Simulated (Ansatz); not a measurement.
# NH₃Br (doublet): from Hartree-Fock to the top rungs at distance N1–H4 along a hydrogen transfer = 1.277 Å, cc-pVDZ

Aim: climb from Hartree-Fock through coupled cluster and multireference methods for NH₃Br (doublet) at one geometry and basis, and see what each rung misses.

Program: Ansatz 0.2.0, Gaussian basis. Level of theory: cc-pVDZ, core rule «outside noble gas», up to 15 orbitals frozen. These are calculated values, not measurements.

To be run: UHF; CCSD(T) on ROHF; CCSD(T) on UHF; BCCD(T) on ROHF; CISD; CCSDT(Q) on ROHF; CCSDT(Q) on UHF; CASSCF and MRCISD+Q, 3 electrons in 3 orbitals; CASSCF and NEVPT2, 3 electrons in 3 orbitals; CASSCF and NEVPT2, 15 electrons in 11 orbitals.

5 further runs of the same task are left out: 2 for a mislabelled method, 2 that didn't finish, 1 set aside as unsound or not needed.

## Step 1: The system

The geometry derives from fragments relaxed apart (PBE0/def2-TZVP) and kept rigid, so it is no stationary point. A hydrogen atom is moved between rigid fragments. No spin-orbit coupling is included. The filled d shell of Br may be among the frozen orbitals whatever the setting's name suggests; the logs give the count.

5 atoms, charge 0, spin multiplicity 2.

Atoms are counted from 1 here; the program's logs count them from 0.

Bond lengths: N1–H2 1.012 Å, N1–H3 1.012 Å, N1–H4 1.277 Å, H4–Br5 1.574 Å. Angles: H2–N1–H3 107.1°, H2–N1–H4 107.1°, H3–N1–H4 107.1°, N1–H4–Br5 180.0°.

## Step 2: UHF

Contents of in.yaml:

```yaml
crystal:
  periodic: [false, false, false]
  atoms:
    - {symbol: N, position_ang: [-2.357201, -0.005881, -0.009153]}
    - {symbol: H, position_ang: [-2.654481, 0.961952, -0.009152]}
    - {symbol: H, position_ang: [-2.654480, -0.408181, 0.871107]}
    - {symbol: H, position_ang: [-1.080201, -0.005881, -0.009153]}
    - {symbol: Br, position_ang: [0.493799, -0.005880, -0.009153]}
basis:
  gaussian: {orbitals: cc-pVDZ}
magnetization: {spin_polarized: true, initial_magnetization: 1}
hamiltonian: {xc: hf}
output: {orbitals: {seedname: orbitals}}
```

Run with:

```console
$ ansatz run in.yaml --threads 1 --pin off --events-out ev --progress --plain --max-ram 2393MiB
```

The runs that follow: CCSD(T) on ROHF; CCSD(T) on UHF; BCCD(T) on ROHF; CISD; CCSDT(Q) on ROHF; CCSDT(Q) on UHF; CASSCF and MRCISD+Q, 3 electrons in 3 orbitals; CASSCF and NEVPT2, 3 electrons in 3 orbitals; CASSCF and NEVPT2, 15 electrons in 11 orbitals.

Before running them: what should the planned runs give, taken together? Wanted: UCCSDT(Q) below the RHF energy; RMP2 from UCCSDT(Q); UMP2 from UCCSDT(Q); RCCSD from UCCSDT(Q); RCCSD(T) from UCCSDT(Q); UCCSD(T) from UCCSDT(Q); RCCSDT(Q) from UCCSDT(Q); NEVPT2 pair from UCCSDT(Q); MRCISD+Q pair from UCCSDT(Q).

The runs gave:

```
                         quantity                                         value
   UCCSDT(Q) below the RHF energy                                    -9.1126 eV
              RMP2 from UCCSDT(Q)                                   +1159.2 meV
              UMP2 from UCCSDT(Q)                                   +1108.5 meV
             RCCSD from UCCSDT(Q)                                    +244.3 meV
          RCCSD(T) from UCCSDT(Q)                                     +45.8 meV
          UCCSD(T) from UCCSDT(Q)                                     +40.5 meV
         RCCSDT(Q) from UCCSDT(Q)                                      +1.4 meV
       NEVPT2 pair from UCCSDT(Q)                                    +989.8 meV
     MRCISD+Q pair from UCCSDT(Q)                                    +125.5 meV
    NEVPT2 valence from UCCSDT(Q)                                   +1401.6 meV
levels within 1 kcal/mol (43 meV)  UCCSD(T), BCCD(T), RCCSDT, UCCSDT, RCCSDT(Q)
                    T1 diagnostic                                         0.052
   effectively unpaired electrons                                          1.02
```

RCCSD(T) lands +45.8 meV from the yardstick (0.5 % of the correlation energy). The occupations are near whole numbers, but T1 = 0.052 shows that the orbitals relax strongly. Of the multireference levels listed MRCISD+Q pair comes nearest in total energy (+125.5 meV), which doesn't show that its space is the better one. These misses are within one basis, not against nature; the frozen cores of restricted and unrestricted runs differ, which can shift their rows.
